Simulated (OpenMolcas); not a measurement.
# Sm³⁺ among point charges: CASSCF levels and susceptibility, part 2 of 2

How does a field of 8 point charges split the states of Sm³⁺, and what χT follows?

OpenMolcas 26.06; ANO-RCC-VTZP, DKH2, active space 5 electrons in 7 orbitals (4f), orbitals: highest spin of each parity. Surroundings: 8 point charges of -2 e arranged as a hexagonal bipyramid (D6h), 2.73 Å from the ion, with the axial distance 2.348 Å. Earlier steps stand in the parts before.

## (6) State interaction with spin-orbit coupling

a.inp

```
&RASSI
NrOfJobIphs=3 21 108 41
1 2 3 4 5 6 7 8 9 10 11 12 13 14 15 16 17 18 19 20 21
1 2 3 4 5 6 7 8 9 10 11 12 13 14 15 16 17 18 19 20 21 22 23 24 25 26 27
28 29 30 31 32 33 34 35 36 37 38 39 40 41 42 43 44 45 46 47 48 49 50 51
52 53 54 55 56 57 58 59 60 61 62 63 64 65 66 67 68 69 70 71 72 73 74 75
76 77 78 79 80 81 82 83 84 85 86 87 88 89 90 91 92 93 94 95 96 97 98 99
100 101 102 103 104 105 106 107 108
1 2 3 4 5 6 7 8 9 10 11 12 13 14 15 16 17 18 19 20 21 22 23 24 25 26 27
28 29 30 31 32 33 34 35 36 37 38 39 40 41
IphNames
JOB001
JOB002
JOB003
EJob
SpinOrbit
DIPRint=1.0
SOCoupling=1000.0
Subsets=2
Property=9
'ANGMOM' 1 'ANGMOM' 2 'ANGMOM' 3 'MLTPL  1' 1 'MLTPL  1' 2 'MLTPL  1' 3
'AMFI' 1 'AMFI' 2 'AMFI' 3
SOProperty=3
'ANGMOM' 1 'ANGMOM' 2 'ANGMOM' 3
```

Log:

```text
SPIN-FREE ENERGIES:
  (Shifted by EMIN (a.u.) =     -10426.7909807387)

 SF State       Relative EMIN(au)   Rel lowest level(eV)    D:o, cm**(-1)      L_eff

     1             0.0000000000        0.0000000000              0.0000         5.0
     2             0.0002479629        0.0067474130             54.4216         5.0
     3             0.0005179917        0.0140952729            113.6860         5.0
     4             0.0005179917        0.0140952729            113.6860         5.0
     5             0.0007665169        0.0208579874            168.2310         5.0
     6             0.0007665169        0.0208579874            168.2310         5.0
     7             0.0013819571        0.0376049685            303.3045         5.0
     8             0.0013819578        0.0376049886            303.3047         5.0
     9             0.0016655994        0.0453232683            365.5568         5.0
    10             0.0022751742        0.0619106445            499.3430         5.0
    11             0.0022751742        0.0619106445            499.3430         5.0
    12             0.0314853810        0.8567608628           6910.2424         3.0
    13             0.0314853810        0.8567608628           6910.2424         3.0
    14             0.0317336722        0.8635172109           6964.7360         3.0
    15             0.0318360076        0.8663018987           6987.1960         3.0
    16             0.0318711998        0.8672595278           6994.9198         3.0
    17             0.0318711998        0.8672595278           6994.9198         3.0
    18             0.0322233340        0.8768415875           7072.2044         3.0
    22             0.1022356841        2.7819746881          22438.1391         6.1
    23             0.1022356841        2.7819746881          22438.1391         6.1
    24             0.1022984629        2.7836829875          22451.9174         5.8
    25             0.1023388487        2.7847819411          22460.7811         5.8
    26             0.1025683152        2.7910260409          22511.1432         6.1
    27             0.1025683152        2.7910260409          22511.1432         6.1
    28             0.1026928406        2.7944145507          22538.4733         5.4
    29             0.1026928406        2.7944145507          22538.4733         5.4
    30             0.1033411665        2.8120563964          22680.7644         6.0
    31             0.1033411665        2.8120563964          22680.7644         6.0
    32             0.1035173482        2.8168505442          22719.4318         7.9
    33             0.1036442980        2.8203050251          22747.2941         8.9
    34             0.1036806506        2.8212942300          22755.2726         8.7
    35             0.1036806506        2.8212942300          22755.2726         8.7
    36             0.1038485468        2.8258629185          22792.1215         7.3
    37             0.1040753999        2.8320359042          22841.9100         8.8
    38             0.1040753999        2.8320359042          22841.9100         8.8
    39             0.1040823387        2.8322247193          22843.4329         5.4
    40             0.1040823387        2.8322247193          22843.4329         5.4
    41             0.1042079377        2.8356424440          22870.9987         6.0
    42             0.1042197874        2.8359648897          22873.5994         6.1
    43             0.1044537381        2.8423310126          22924.9457         8.4
Eigenvalues of complex Hamiltonian:
   -----------------------------------
  (Shifted by EMIN (a.u.) =     -10426.7909807387)

 SO State       Relative EMIN(au)   Rel lowest level(eV)    D:o, cm**(-1)     J-value

     1            -0.0200455415        0.0000000000              0.0000         2.1
     2            -0.0200455415        0.0000000000              0.0000         2.1
     3            -0.0196207085        0.0115602944             93.2401         2.5
     4            -0.0196207085        0.0115602944             93.2401         2.5
     5            -0.0193508883        0.0189024741            152.4587         1.2
     6            -0.0193508883        0.0189024741            152.4587         1.2
     7            -0.0149727194        0.1380385202           1113.3557         3.5
     8            -0.0149727194        0.1380385202           1113.3557         3.5
     9            -0.0146671143        0.1463544593           1180.4283         3.2
    10            -0.0146671143        0.1463544593           1180.4283         3.2
    11            -0.0146520055        0.1467655908           1183.7443         1.6
    12            -0.0146520055        0.1467655908           1183.7443         1.6
    13            -0.0144270105        0.1528880150           1233.1250         2.5
    14            -0.0144270105        0.1528880150           1233.1250         2.5
    15            -0.0090951549        0.2979751981           2403.3321         4.5
    16            -0.0090951549        0.2979751981           2403.3321         4.5
    17            -0.0088996374        0.3032955012           2446.2432         4.2
    18            -0.0088996374        0.3032955012           2446.2432         4.2
    19            -0.0087484267        0.3074101525           2479.4301         2.0
    20            -0.0087484267        0.3074101525           2479.4301         2.0
    21            -0.0086703909        0.3095336141           2496.5570         3.7
    22            -0.0086703909        0.3095336141           2496.5570         3.7
    23            -0.0085227770        0.3135503931           2528.9545         3.2
    24            -0.0085227770        0.3135503931           2528.9545         3.2
    25            -0.0024179384        0.4796715141           3868.8117         5.5
    26            -0.0024179384        0.4796715141           3868.8117         5.5
    27            -0.0023660422        0.4810836816           3880.2016         5.3
    28            -0.0023660422        0.4810836816           3880.2016         5.3
    29            -0.0022571406        0.4840470463           3904.1027         4.9
    30            -0.0022571406        0.4840470463           3904.1027         4.9
    31            -0.0021042464        0.4882075084           3937.6591         4.4
    32            -0.0021042464        0.4882075084           3937.6591         4.4
    33            -0.0020525131        0.4896152443           3949.0133         3.5
    34            -0.0020525131        0.4896152443           3949.0133         3.5
    35            -0.0020258908        0.4903396739           3954.8562         2.0
    36            -0.0020258908        0.4903396739           3954.8562         2.0
    37             0.0046083017        0.6708652489           5410.8931         5.7
    38             0.0046083017        0.6708652489           5410.8931         5.7
    39             0.0046894020        0.6730720993           5428.6926         5.9
    40             0.0046894020        0.6730720993           5428.6926         5.9
    41             0.0046905160        0.6731024138           5428.9371         5.0
Weights of the five most important spin-orbit-free states for each spin-orbit state.

 SO State  Total energy (au)           Spin-free states, spin, and weights
 -------------------------------------------------------------------------------------------------------
    1        -0.020046       1 2.5  0.1634    2 2.5  0.1574    3 2.5  0.1386    4 2.5  0.1386    6 2.5  0.1125
    2        -0.020046       1 2.5  0.1634    2 2.5  0.1574    3 2.5  0.1386    4 2.5  0.1386    6 2.5  0.1125
    3        -0.019621       9 2.5  0.1786    8 2.5  0.1712    7 2.5  0.1712    5 2.5  0.1122    6 2.5  0.1122
    4        -0.019621       9 2.5  0.1786    8 2.5  0.1712    7 2.5  0.1712    5 2.5  0.1122    6 2.5  0.1122
    5        -0.019351      10 2.5  0.1930   11 2.5  0.1930    4 2.5  0.1331    3 2.5  0.1331    1 2.5  0.0921
    6        -0.019351      10 2.5  0.1930   11 2.5  0.1930    4 2.5  0.1331    3 2.5  0.1331    1 2.5  0.0921
    7        -0.014973       1 2.5  0.1504    2 2.5  0.1461    5 2.5  0.1293    6 2.5  0.1293    7 2.5  0.1235
    8        -0.014973       1 2.5  0.1504    2 2.5  0.1461    5 2.5  0.1293    6 2.5  0.1293    7 2.5  0.1235
    9        -0.014667       9 2.5  0.2169    7 2.5  0.1597    8 2.5  0.1597    3 2.5  0.1453    4 2.5  0.1453
   10        -0.014667       9 2.5  0.2169    7 2.5  0.1597    8 2.5  0.1597    3 2.5  0.1453    4 2.5  0.1453
   11        -0.014652       4 2.5  0.1738    3 2.5  0.1738    1 2.5  0.1621   10 2.5  0.1547   11 2.5  0.1547
   12        -0.014652       4 2.5  0.1738    3 2.5  0.1738    1 2.5  0.1621   10 2.5  0.1547   11 2.5  0.1547
```

These steps took 87 s in all on 1 thread of Arm Neoverse V1, shared host.

Spin-free states:

```csv
state,degeneracy,E (cm-1),free-ion L (%)
sextet,1,0,H (100)
sextet,1,54,H (100)
sextet,2,114,H (100)
sextet,2,168,H (100)
sextet,2,303,H (100)
sextet,1,366,H (100)
sextet,2,499,H (100)
sextet,2,6910,F (100)
sextet,1,6965,F (100)
sextet,1,6987,F (100)
sextet,2,6995,F (100)
sextet,1,7072,F (100)
quartet,2,22438,I (97)
quartet,1,22452,I (87)
quartet,1,22461,I (89)
quartet,2,22511,I (97)
quartet,2,22538,I (72)
quartet,2,22681,I (79)
quartet,1,22719,M (59)
quartet,1,22747,M (97)
quartet,2,22755,M (91)
quartet,1,22792,I (60)
quartet,2,22842,M (95)
quartet,2,22843,F (57)
```

With spin-orbit coupling:

```
E (cm-1)  Degeneracy  2S+1     J  abs mJ (%)                g
     0.0           2     6  2.51   3/2 (100)   0.00 0.00 0.58
    93.2           2     6  2.51   1/2 (100)   0.12 1.05 1.05
   152.5           2     6  2.53   5/2 (100)   0.07 0.07 2.02
    1113           2     6  3.50   1/2 (100)   1.06 3.56 3.56
    1180           2     6  3.50   3/2 (100)   0.00 0.00 2.49
    1184           2     6  3.52    7/2 (91)   1.32 1.32 5.40
    1233           2     6  3.49    5/2 (91)   1.25 1.25 2.76
    2403           2     6  4.50   1/2 (100)   1.11 5.49 5.49
    2446           2     6  4.50    3/2 (94)   0.00 0.00 2.41
    2479           2     6  4.52    9/2 (94)   0.00 0.00 9.22
    2497           2     6  4.50    5/2 (85)   2.96 2.96 3.25
    2529           2     6  4.49    7/2 (85)   2.96 2.96 5.30
    3869           2     6  5.50   1/2 (100)   1.19 7.30 7.30
    3880           2     6  5.50    3/2 (98)   0.00 0.00 3.39
    3904           2     6  5.50    5/2 (88)   3.99 3.99 4.21
    3938           2     6  5.50    7/2 (88)   3.98 3.98 6.50
    3949           2     6  5.49    9/2 (98)  0.00 0.00 10.41
    3955           2     6  5.52  11/2 (100)  0.02 0.02 13.53
    5411           2     6  6.50    7/2 (74)   4.95 6.99 6.99
    5429           2     6  6.49    5/2 (74)   2.53 6.97 6.97
    5429           2     6  6.49    9/2 (89)   0.00 0.00 9.58
    5446           2     6  6.49    3/2 (89)   0.00 0.00 2.18
    5457           2     6  6.49    1/2 (98)   1.08 8.89 8.89
    5474           2     6  6.49   11/2 (98)  0.14 0.14 13.70
```

The table of states holds 24 of 111 computed; the rest, higher up, is left out. Principal g values are given for doublets only; a zero marks a field direction without first-order Zeeman splitting.

Powder χT (cm³ K/mol): 0.01 at 2 K, 0.02 at 5 K, 0.02 at 10 K, 0.04 at 20 K, 0.08 at 50 K, 0.14 at 100 K, 0.18 at 150 K, 0.22 at 200 K, 0.26 at 250 K, 0.30 at 300 K.

Stevens parameters of the J = 5/2 multiplet, 152 cm⁻¹ wide (cm⁻¹): B20 = 4.635e+00, B40 = 4.035e-01.

## (7) Results

What follows sums up all 2 parts.

```
                                            quantity                               value
                                              method                              CASSCF
                              spin-free ground state  sextet, 1-fold in its orbital part
first state of the same spin within the active space                 sextet at 54.4 cm⁻¹
                                        lowest level        2-fold, g = 0.00, 0.00, 0.58
                                          next level                           93.2 cm⁻¹
                                         χT at 300 K                      0.30 cm³ K/mol
                           effective moment at 300 K                             1.56 μB
```

**Reading.** The spin-free ground state (sextet) comes to 100 % from free-ion H terms and keeps the highest spin of the shell. The quartets, doublets rest on orbitals optimised for another spin in at least one step, which raises them against the optimised states. Not all states of the active space went into the spin-orbit step. High states of lower spin are left out of the spin-orbit mixing, and CASSCF puts spin-flip levels too high. This is an electrostatic model: the charges have no orbitals.
